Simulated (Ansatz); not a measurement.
# Sc6H: the cost of one run

Method: DFT PBE, scalar-relativistic, plane waves, PAW, in Ansatz 0.2.0.

1 further run of the same task is left out (set aside as unsound or not needed).

## Step 1: The structure to begin with

The structure is cubic, space group Pm-3m (No. 221). Conventional cell: a = 7.716 Å, b = 7.716 Å, c = 7.716 Å, α = 90.00°, β = 90.00°, γ = 90.00°. Around Sc (site symmetry 4mm) lie 4 Sc at 3.01 Å.

As a file:

```
CELL_PARAMETERS angstrom
7.71646 0.00000 0.00000
0.00000 7.71646 0.00000
0.00000 0.00000 7.71646
ATOMIC_POSITIONS crystal
Sc 0.22429 0.50000 0.50000
Sc 0.50000 0.22429 0.50000
Sc 0.77571 0.50000 0.50000
Sc 0.50000 0.77571 0.50000
Sc 0.50000 0.50000 0.22429
Sc 0.50000 0.50000 0.77571
H 0.00000 0.00000 0.00000
```

The cell was relaxed beforehand at this level, from a database cell with other species swapped in; it is a trial structure. At a tolerance of 0.05 Å it has space group Pm-3m (No. 221); it has 65.64 Å³/atom, an uncorrected energy of +1.96 eV/atom over the elements.

## Step 2: Bands, states and charges

input.yaml reads:

```yaml
crystal:
  lattice:
    - [7.7164640711, 0.0, 0.0]
    - [0.0, 7.7164640711, 0.0]
    - [0.0, 0.0, 7.7164640711]
  atoms:
    - { symbol: Sc, position: [0.2242905509, 0.5, 0.5] }
    - { symbol: Sc, position: [0.5, 0.2242905509, 0.5] }
    - { symbol: Sc, position: [0.7757094491, 0.5, 0.5] }
    - { symbol: Sc, position: [0.5, 0.7757094491, 0.5] }
    - { symbol: Sc, position: [0.5, 0.5, 0.2242905509] }
    - { symbol: Sc, position: [0.5, 0.5, 0.7757094491] }
    - { symbol: H, position: [0.0, 0.0, 0.0] }
basis:
  ecutwfc: 420
kpoints:
  mp_grid: { grid: [6, 6, 6] }
  band_path:
    path:
      - [[0.0, 0.0, 0.0], [0.0, 0.5, 0.0], [0.5, 0.5, 0.0], [0.0, 0.0, 0.0], [0.5, 0.5, 0.5], [0.0, 0.5, 0.0]]
      - [[0.5, 0.5, 0.5], [0.5, 0.5, 0.0]]
    npoints: 14
hamiltonian:
  xc: pbe
scf:
  occupations: { method: gaussian, width: 0.1 }
  n_extra_bands: 17
output:
  forces: true
  stress: true
  eigenvalues: true
  populations: true
  dos: { projected: true, de: 0.02, nscf_kmesh: { grid: [8, 8, 8] } }
  bader: true
  write_density: true
  write_potential: true
  elf: true
  volumetric_format: npy
```

Started as:

```console
$ ansatz run input.yaml --threads 1 --pin off --max-ram 2048MiB --backend cpu --events-out ev --progress --plain --runs-dir out
```

**Question.** How long does this run take on 1 thread of Intel Xeon 6975P-C (Granite Rapids), shared host, and how much memory does it need?

About 94 s, with a peak of 1.3 GiB.
